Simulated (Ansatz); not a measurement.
Relaxation of a periodic cell of 23 atoms, Si6AsO16 (host SiO2, host structure P4_2/mnm, dopant As, one Si atom removed), cell charge +2, to a largest force component of 0.03 eV/Å in at most 60 steps.

All numbers below come from DFT PBE-D3(BJ), scalar-relativistic, plane waves, PAW in Ansatz. Settings: PAW set soft_1, cutoff 420 eV, k mesh 2x2x3, gaussian smearing 0.05 eV, spin collinear.

```xyz
23
Lattice="-4.1667 -4.1667 0.0000 4.1667 -4.1667 0.0000 0.0000 0.0000 5.3290" Properties=species:S:1:pos:R:3
Si 0.005 -4.150 0.017
Si 2.068 -2.053 1.298
O 1.271 -2.920 -0.066
O 0.821 -0.795 1.295
O -1.293 -5.460 0.035
O 3.372 -3.385 1.338
Si 0.008 -4.131 2.681
Si 2.081 -2.116 3.947
O 1.201 -2.891 2.686
O 0.822 -0.807 4.028
O -1.292 -5.411 2.648
O 3.370 -3.357 3.991
Si -0.004 0.017 -0.034
As -2.047 -2.049 1.371
O -2.880 -2.947 0.020
O 0.784 -4.988 1.346
O -1.278 -1.254 -0.037
O -0.805 -3.370 1.325
Si 0.009 -0.053 2.674
O -2.910 -2.881 2.624
O 0.811 -4.949 3.972
O -1.254 -1.315 2.643
O -0.741 -3.338 4.016
```

Q: Where does it end, and by what steps?

A: It converged. The force dipped under the threshold on the way, but the program's further checks kept it going. Limits of this set-up: coarse k mesh, a small cell, in which the defect meets its images, charged cell in a uniform background, uncorrected. After 5 steps the energy has fallen by 0.726 eV; O22 moved furthest, 0.09 Å.

| step | energy less start (eV) | largest force component (eV/Å) | accepted |
| --- | --- | --- | --- |
| 0 | 0.0000 | 2.470 | yes |
| 1 | -0.4190 | 1.555 | yes |
| 2 | -0.2273 | 1.899 | no |
| 3 | -0.7218 | 0.141 | yes |
| 4 | -0.7264 | 0.021 | yes |
| 5 | -0.7264 | 0.021 | yes |

```xyz
23
Lattice="-4.1667 -4.1667 0.0000 4.1667 -4.1667 0.0000 0.0000 0.0000 5.3290" Properties=species:S:1:pos:R:3
Si 0.001 -4.167 -0.010
Si 2.085 -2.084 1.326
O 1.269 -2.900 -0.009
O 0.824 -0.824 1.326
O -1.266 -5.435 -0.009
O 3.346 -3.345 1.326
Si 0.001 -4.167 2.662
Si 2.085 -2.084 3.990
O 1.269 -2.901 2.661
O 0.822 -0.821 3.990
O -1.266 -5.434 2.660
O 3.349 -3.347 3.990
Si 0.001 -0.002 -0.026
As -2.081 -2.083 1.326
O -2.936 -2.940 0.003
O 0.794 -4.961 1.326
O -1.228 -1.230 0.000
O -0.791 -3.374 1.326
Si 0.002 -0.001 2.677
O -2.936 -2.938 2.650
O 0.798 -4.965 3.990
O -1.228 -1.229 2.651
O -0.795 -3.370 3.990
```

Time of the run: 3.5 min on 2 threads of Arm Neoverse V2, on a shared host, peak memory 0.98 GiB.
